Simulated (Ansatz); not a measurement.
**CH₅AlO₂Si: one species, many methods**

Aim: compute CH₅AlO₂Si with functionals from several rungs and with coupled cluster, and see how far each lands from CCSD(T) at the basis-set limit for the atomisation energy.

Program: Ansatz 0.2.0, Gaussian basis. Level of theory: functionals in def2-TZVPP, the program's frozen cores in correlated methods. These are calculated values, not measurements.

The runs, in order: PBE-D4, r2SCAN-D4, PBE0-D4, B3LYP-D4, ωB97X-V, ωB97M-V, B2PLYP; CCSD(T)/def2-TZVPP; MP2/def2-QZVPP; extrapolation to the limit.

## (1) The geometry

All runs share one geometry, relaxed beforehand with PBE0-D4/def2-TZVP.

SMILES `[OH][Al]1[O]C[SiH2]1`, 10 atoms, charge 0, spin multiplicity 1.

Atoms are counted from 1 here; the program's logs count them from 0.

Bond lengths: O1–Al2 1.685 Å, O1–H6 0.955 Å, Al2–O3 1.720 Å, Al2–Si5 2.398 Å, O3–C4 1.440 Å, C4–Si5 1.933 Å, C4–H7 1.095 Å, C4–H8 1.095 Å, Si5–H9 1.490 Å, Si5–H10 1.490 Å. Angles: Al2–O1–H6 126.1°, O1–Al2–O3 124.9°, O1–Al2–Si5 155.0°, O3–Al2–Si5 80.1°, Al2–O3–C4 104.6°, O3–C4–Si5 105.5°, O3–C4–H7 109.7°, O3–C4–H8 109.7°, Si5–C4–H7 112.0°, Si5–C4–H8 112.0°, H7–C4–H8 107.9°, Al2–Si5–C4 69.8°, Al2–Si5–H9 122.1°, Al2–Si5–H10 122.1°, C4–Si5–H9 114.5°, C4–Si5–H10 114.5°, H9–Si5–H10 108.3°.

## (2) PBE-D4 (GGA)

in.yaml reads:

```yaml
crystal:
  periodic: [false, false, false]
  atoms:
    - {symbol: O, position_ang: [-2.908556, 0.481602, 0.143669]}
    - {symbol: Al, position_ang: [-1.251573, 0.189602, 0.061840]}
    - {symbol: O, position_ang: [-0.529448, -1.369909, -0.018000]}
    - {symbol: C, position_ang: [0.886155, -1.112271, -0.072612]}
    - {symbol: Si, position_ang: [1.062826, 0.811927, -0.020774]}
    - {symbol: H, position_ang: [-3.327148, 1.338284, 0.188383]}
    - {symbol: H, position_ang: [1.303161, -1.538582, -0.990997]}
    - {symbol: H, position_ang: [1.381367, -1.593477, 0.777250]}
    - {symbol: H, position_ang: [1.786044, 1.333489, 1.172385]}
    - {symbol: H, position_ang: [1.680172, 1.408234, -1.238147]}
basis:
  gaussian: {orbitals: def2-TZVPP}
hamiltonian: {xc: pbe, dispersion: d4}
output: {forces: true, orbitals: {seedname: orbitals}}
```

On the command line:

```console
> ansatz run in.yaml --threads 4 --pin off --events-out ev --progress --plain --max-ram 10444MiB
```

After this run come: r2SCAN-D4 (meta-GGA); PBE0-D4 (hybrid); B3LYP-D4 (hybrid); ωB97X-V (range-separated); ωB97M-V (range-separated); B2PLYP (double hybrid); CCSD(T) in def2-TZVPP; MP2 in def2-QZVPP.

Q: Predict the results of all the runs planned. Wanted: atomisation energy, CCSD(T)/CBS; farthest; mean size of error, hybrid; mean size of error, range-separated; gap, smallest and largest; T1 diagnostic; triples share of the correlation energy.

**Answer**, as computed:

```
                               quantity                                 value
        atomisation energy, CCSD(T)/CBS                         3643.0 kJ/mol
 functionals within 18.2 kJ/mol (0.5 %)           r2SCAN-D4, ωB97X-V, ωB97M-V
                               farthest                 B2PLYP (-60.5 kJ/mol)
             mean size of error, hybrid                           35.6 kJ/mol
    mean size of error, range-separated                            4.3 kJ/mol
              gap, smallest and largest  4.57 eV (PBE-D4), 10.60 eV (ωB97X-V)
                          T1 diagnostic                                0.0149
triples share of the correlation energy                                 3.8 %
```

What this shows: PBE-D4 misses by +42.2 kJ/mol, or 4.2 kJ/mol for each of 10 bonds. Double hybrids carry the basis error of their MP2 part in triple zeta, and no dispersion term here, so their miss is partly the set-up's. The reference freezes the cores and leaves out relativity and excitations past (T), so misses under about 18.2 kJ/mol can't be ranked. Hartree-Fock recovers 71 % of the binding; the rest is correlation. The gap grows from 4.6 to 10.6 eV across the functionals, mostly with the share of exact exchange.
